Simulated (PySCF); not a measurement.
Crystal: C2SH2, in a box.

```
CELL_PARAMETERS angstrom
14.00000 0.00000 0.00000
0.00000 11.00000 0.00000
0.00000 0.00000 10.00000
ATOMIC_POSITIONS crystal
C 0.43090 0.43947 0.50597
C 0.51644 0.45022 0.50839
S 0.63631 0.45260 0.51412
H 0.35519 0.43116 0.50360
H 0.64667 0.57266 0.49268
```

Base run:

| Item | Value |
| --- | --- |
| Program | PySCF 2.14.0 |
| Functional | X3LYP |
| Dispersion | D3 |
| Potentials or basis | pob-tzvp-rev2 (all-electron) |
| k mesh | 1 × 1 × 1 |
| Occupations | fixed |
| Spin | no spin polarisation |

Its results: gap between the frontier levels 6.86 eV.

After a change of settings the same cell gave: gap between the frontier levels 5.52 eV. Which change was it?
A. functional from X3LYP to SCAN; dispersion from D3 to D4
B. functional from X3LYP to RPBE; dispersion from D3 to none
C. functional from X3LYP to PBEsol; dispersion from D3 to none

A.

Caveats: this is a molecule in a periodic box at the Γ point, so its band gap is the HOMO-LUMO gap; the basis of atomic orbitals isn't converged, which shifts pressures, moduli and gaps.

Not every run made on this cell is shown here.
